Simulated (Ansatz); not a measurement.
# CH5ClMoN2O: how energies converge with the basis set

How large a basis does CH5ClMoN2O need? Two functionals are run in growing sets.

Method: one geometry, several basis sets; program: Ansatz 0.2.0, Gaussian basis.

The runs, in order: PBE0-D4/def2-SVP; ωB97M-V/def2-SVP; PBE0-D4/def2-QZVPP; ωB97M-V/def2-QZVPP; the functionals' def2-TZVPP values are taken from earlier runs.

## 1. Structure used throughout

An earlier PBE0-D4 in a triple-zeta def2 set relaxation fixed the geometry. Mo takes the def2 core potential; no spin-orbit term is included.

SMILES `C[O][Mo](=[NH])(=[NH])[Cl]`, 11 atoms, charge 0, spin multiplicity 1.

Atoms are counted from 1 here; the program's logs count them from 0.

Bond lengths: C1–O2 1.404 Å, C1–H7 1.094 Å, C1–H8 1.094 Å, C1–H9 1.093 Å, O2–Mo3 1.860 Å, Mo3–N4 1.719 Å, Mo3–N5 1.723 Å, Mo3–Cl6 2.286 Å, N4–H10 1.010 Å, N5–H11 1.012 Å. Angles: O2–C1–H7 109.5°, O2–C1–H8 111.6°, O2–C1–H9 108.7°, H7–C1–H8 109.3°, H7–C1–H9 108.7°, H8–C1–H9 109.0°, C1–O2–Mo3 133.8°, O2–Mo3–N4 108.7°, O2–Mo3–N5 108.3°, O2–Mo3–Cl6 113.1°, N4–Mo3–N5 109.8°, N4–Mo3–Cl6 108.6°, N5–Mo3–Cl6 108.2°, Mo3–N4–H10 157.1°, Mo3–N5–H11 150.7°.

## 2. PBE0-D4 in def2-SVP

File in.yaml:

```yaml
crystal:
  periodic: [false, false, false]
  atoms:
    - {symbol: C, position_ang: [-0.318152, -1.403203, 1.408997]}
    - {symbol: O, position_ang: [0.342347, -0.218452, 1.046738]}
    - {symbol: Mo, position_ang: [0.160806, 0.977257, -0.365808]}
    - {symbol: N, position_ang: [1.699926, 1.201143, -1.098588]}
    - {symbol: N, position_ang: [-0.937982, 0.302785, -1.509088]}
    - {symbol: Cl, position_ang: [-0.643173, 3.016741, 0.282276]}
    - {symbol: H, position_ang: [0.360499, -2.252418, 1.285643]}
    - {symbol: H, position_ang: [-1.214083, -1.565676, 0.802336]}
    - {symbol: H, position_ang: [-0.607618, -1.335332, 2.461247]}
    - {symbol: H, position_ang: [2.381939, 1.218982, -1.843491]}
    - {symbol: H, position_ang: [-1.159109, 0.001271, -2.449564]}
basis:
  gaussian: {orbitals: def2-SVP}
hamiltonian: {xc: pbe0, dispersion: d4}
output: {orbitals: {seedname: orbitals}}
```

Started as:

```
$ ansatz run in.yaml --threads 4 --pin off --events-out ev --progress --plain --max-ram 11315MiB
```

Further steps of the session: ωB97M-V in def2-SVP; PBE0-D4 in def2-QZVPP; ωB97M-V in def2-QZVPP.

**Question.** What will the summary of the whole plan be? Wanted: PBE0-D4: double and triple zeta above quadruple; ωB97M-V: double and triple zeta above quadruple.

As calculated:

```
                                       quantity           value
PBE0-D4: double and triple zeta above quadruple  13.01, 0.83 eV
ωB97M-V: double and triple zeta above quadruple  13.18, 0.80 eV
```

PBE0-D4 gains 12.18 eV from double to triple zeta, then 0.83 eV more. Total energies overstate the basis error of differences, where much of it tends to cancel.
